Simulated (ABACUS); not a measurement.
The system is HfIn4SiO6.

```
Hf In Si O
1.0
     5.27743    0.00000    0.00000
    -2.63872    4.57039    0.00000
     0.00000    0.00000   10.55905
Hf In Si O
1 4 1 6
Direct
  0.66667 0.33333 0.00000
  0.00000 0.00000 0.30446
  0.00000 0.00000 0.69554
  0.33333 0.66667 0.78919
  0.33333 0.66667 0.21081
  0.00000 0.00000 0.00000
  0.97300 0.70496 0.89972
  0.29504 0.02700 0.10028
  0.29504 0.26804 0.89972
  0.73196 0.70496 0.10028
  0.73196 0.02700 0.89972
  0.97300 0.26804 0.10028
```

The cell was built by a generator and needn't be a form met in nature.

Base run:

```yaml
Program: ABACUS 3.10.1
Functional: PBE
Potentials_or_basis: SG15 ONCV 1.2 PBE
Cutoff: 1143 eV
Density_cutoff: 4572 eV
Basis: plane waves
k_mesh: 4 × 4 × 2
Occupations: fermi-dirac, width 0.05 eV
Spin: no spin polarisation
```

Its results: band gap on the k mesh 0.34 eV, indirect (least direct gap 1.69 eV); pressure 0.1 GPa; largest force 0.049 eV/Å.

Problem. The run is repeated on the same cell with these changes: functional from PBE to LDA; potentials or basis from SG15 ONCV 1.2 PBE to PseudoDojo NC SR 0.4.1 LDA stringent; cutoff from 1143 eV to 1796 eV; density cutoff from 4572 eV to 7184 eV; valence electrons from 118 to 150. What comes out?

Solution. Band gap on the k mesh 0.38 eV, indirect (least direct gap 1.64 eV); pressure -5.7 GPa; largest force 0.562 eV/Å.

Caveats: spin-orbit coupling is left out, which moves the levels of the heavy elements.

A k mesh can miss the band edges.
